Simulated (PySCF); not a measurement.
# One shape, several levels: singlet InCl2O−

Aim: a comparison of 6 runs (HF/STO-3G, B3LYP/def2-SVPD, BHLYP/def2-SVPD, M06-L/def2-SVPD, SVWN5/def2-SVPD, r2SCAN/def2-SVPD) of singlet InCl2O−. The job is set up through a Python script.

Program for the calculation: PySCF 2.14.0.

1 further run of the same task is left out (set aside as unsound or not needed).

### Step 1. Starting point

InCl2O−: 4 atoms, total charge -1, spin state singlet. As SMILES of the parent species, `[O][In]([Cl])[Cl]`. The shape is that of a PBE0-D4/def2-TZVP optimisation. That shape belongs to the parent species and isn't relaxed for this state.

Bond lengths: O1–In2 1.989 Å, In2–Cl3 2.293 Å, In2–Cl4 2.293 Å. Angles: O1–In2–Cl3 119.2°, O1–In2–Cl4 119.2°, Cl3–In2–Cl4 121.6°.

### Step 2. A single-point energy at HF/STO-3G (run 1)

Input file calc.py:

```python
from pyscf import gto

mol = gto.Mole()
mol.atom = '''
O      1.145741     1.916182     3.151307
In     0.059904     0.030236     0.085794
Cl     1.401421    -4.053463    -0.469030
Cl    -2.502186     1.993094    -2.806621
'''
mol.verbose = 4
mol.charge = -1
mol.unit = 'bohr'
mol.basis = 'sto-3g'
mol.max_memory = 1860
mol.build()

mf = mol.RHF()
mf.conv_tol = 1e-10
mf.kernel()
if not mf.converged:
    mf = mf.newton().run(mf.mo_coeff, mf.mo_occ)

etot = mf.e_tot
print('E = %.10f Eh' % etot)
```

Command:

```
OMP_NUM_THREADS=1 python calc.py
```

The program printed:

```text
PySCF version 2.14.0

[... 60 lines left out ...]
converged SCF energy = -6665.87080356552
E = -6665.8708035655 Eh
```

It took 1.1 s on 1 thread of Intel Xeon at 2.70GHz, shared host; peak memory 0.12 GiB.

### Step 3. A single-point energy at B3LYP/def2-SVPD (core potential) (run 2)

Input file calc.py:

```python
from pyscf import gto, dft

molecule = gto.M(
    atom='O 0.606300 1.014000 1.667600; In 0.031700 0.016000 0.045400; Cl 0.741600 -2.145000 -0.248200; Cl -1.324100 1.054700 -1.485200',
    verbose=4,
    charge=-1,
    ecp={'In': 'def2-svp'},
    max_memory=1860,
    basis='def2-svpd',
)

calc0 = dft.RKS(molecule)
calc0.xc = 'b3lyp'
calc0.grids.level = 5
calc0.conv_tol = 1e-10
calc0.kernel()
if not calc0.converged:
    calc0 = calc0.newton().run(calc0.mo_coeff, calc0.mo_occ)

e_final = calc0.e_tot
print('Final energy', e_final)
```

Command:

```
OMP_NUM_THREADS=1 python calc.py
```

The program printed:

```text
PySCF version 2.14.0

[... 78 lines left out ...]
converged SCF energy = -1185.65843310873
Final energy -1185.6584331087308
```

Run time: 23 s. Hardware: 1 thread of Intel Xeon at 2.70GHz, shared host; peak memory 0.58 GiB.

Runs 3 to 5 aren't shown in full; the table further down has their settings and results.

### Step 4. The energy at r2SCAN/def2-SVPD (core potential) (run 6)

Input file calc.py:

```python
from pyscf import gto, dft

mol = gto.M(
    atom='O 0.606300 1.014000 1.667600; In 0.031700 0.016000 0.045400; Cl 0.741600 -2.145000 -0.248200; Cl -1.324100 1.054700 -1.485200',
    charge=-1,
    spin=0,
    max_memory=1860,
    ecp={'In': 'def2-svp'},
    basis='def2-svpd',
    verbose=3,
)

myscf = dft.RKS(mol, xc='r2scan')
myscf.grids.level = 5
myscf.conv_tol = 1e-10
myscf.kernel()
if not myscf.converged:
    myscf = myscf.newton().run(myscf.mo_coeff, myscf.mo_occ)

e_tot = myscf.e_tot
print(f'total energy: {e_tot:.8f} hartree')
```

Command:

```
OMP_NUM_THREADS=1 python calc.py
```

The program printed:

```text
converged SCF energy = -1185.54400965277
total energy: -1185.54400965 hartree
```

It took 37 s on 1 thread of Intel Xeon at 2.70GHz, shared host; peak memory 0.6 GiB.

### Step 5. The series

| run | level | core potential | integration grid | energy (Eh) | HOMO energy (eV) | LUMO energy (eV) | HOMO–LUMO gap (eV) | wall time |
| --- | --- | --- | --- | --- | --- | --- | --- | --- |
| 1 | HF/STO-3G | – | – | -6665.870804 | 0.87 | 12.12 | 11.25 | 1.1 s |
| 2 | B3LYP/def2-SVPD (core potential) | def2-svp | 5 | -1185.658433 | -1.38 | 1.97 | 3.35 | 23 s |
| 3 | BHLYP/def2-SVPD (core potential) | def2-svp | 5 | -1185.436414 | -2.96 | 2.85 | 5.81 | 25 s |
| 4 | M06-L/def2-SVPD (core potential) | def2-svp | 5 | -1185.703458 | -0.09 | 2.07 | 2.16 | 39 s |
| 5 | SVWN5/def2-SVPD (core potential) | def2-svp | 5 | -1181.769558 | -0.42 | 1.24 | 1.66 | 11 s |
| 6 | r2SCAN/def2-SVPD (core potential) | def2-svp | 5 | -1185.544010 | -0.39 | 1.78 | 2.18 | 37 s |

### Step 6. Outcome

| quantity | value |
| --- | --- |
| run 6: total energy | -1185.54401 Eh |
| run 6: HOMO energy | -0.39 eV |
| run 6: LUMO energy | 1.78 eV |
| run 6: HOMO–LUMO gap (to an unbound level, set by the basis) | 2.18 eV |

What this shows: The HOMO–LUMO gap runs from 1.66 eV (SVWN5/def2-SVPD) to 11.25 eV (HF/STO-3G). The two ends differ in method and basis and core potential. The empty levels of an anion lie above zero and hang on the basis. Totals of different functionals can't be ranked against each other. Some runs of one species differ in core potentials or relativity; totals across that change don't compare. In run 1 the HOMO lies above zero, so the outermost electron may be held by the basis alone. In run 1 the basis is minimal, so the values are rough. In run 1 relativity is left out where basis or elements ask for it. All runs together took 2.3 min, the longest 39 s.
